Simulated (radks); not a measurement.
# Exchange and kinetic functionals tested on atomic densities: Ag⁺, In⁺, Eu, Tl⁺, Yb⁺, Li

An exercise on one series of results from a longer session: the logs are not shown, and one member is left open.

Program: radks (a radial shooting solver on a logarithmic mesh, Libxc functionals) version 1. Level of theory: non-relativistic Kohn-Sham, exchange-only B88, spin-polarised, spherical densities, point nucleus; open shells are filled with parallel spins first. These are calculated values, not measurements, unless marked.

### The system

| Item | Value |
| --- | --- |
| species | Ag⁺ ([Kr] 4d10), In⁺ ([Kr] 4d10 5s2), Eu ([Xe] 4f7 6s2), Tl⁺ ([Hg]), Yb⁺ ([Xe] 4f14 6s1), Li ([He] 2s1) |

The first run:

Settings of this run:

```text
Z 47
configuration [Kr] 4d10
relativity non-relativistic
functional b88,
spin polarised
nucleus point
```

Steps of the session up to this table: Ag⁺, [Kr] 4d10.

One table of the session follows, with a row left open; its other results are not shown here.

It belongs to the step «Ag⁺, [Kr] 4d10». Sizes of the orbitals, from the radial functions (bohr):

| level | <r> | outermost maximum (interpolated) | 90 % within | nodes |
| --- | --- | --- | --- | --- |
| 2s | ? | ? | ? | ? |
| 2p | 0.1200 | 0.0934 | 0.195 | 0 |
| 3s | 0.3814 | 0.345 | 0.561 | 2 |
| 3p | 0.3733 | 0.331 | 0.561 | 1 |
| 3d | 0.3456 | 0.274 | 0.546 | 0 |
| 4s | 0.9429 | 0.849 | 1.37 | 3 |
| 4p | 1.015 | 0.888 | 1.50 | 2 |
| 4d | 1.384 | 1.03 | 2.24 | 1 |

**Question.** Estimate the row for 2s.

**Answer.** <r>: 0.1405; outermost maximum (interpolated): 0.119; 90 % within: 0.216; nodes: 1. In the column «<r>» it lies between 2p (0.1200) and 3d (0.3456).
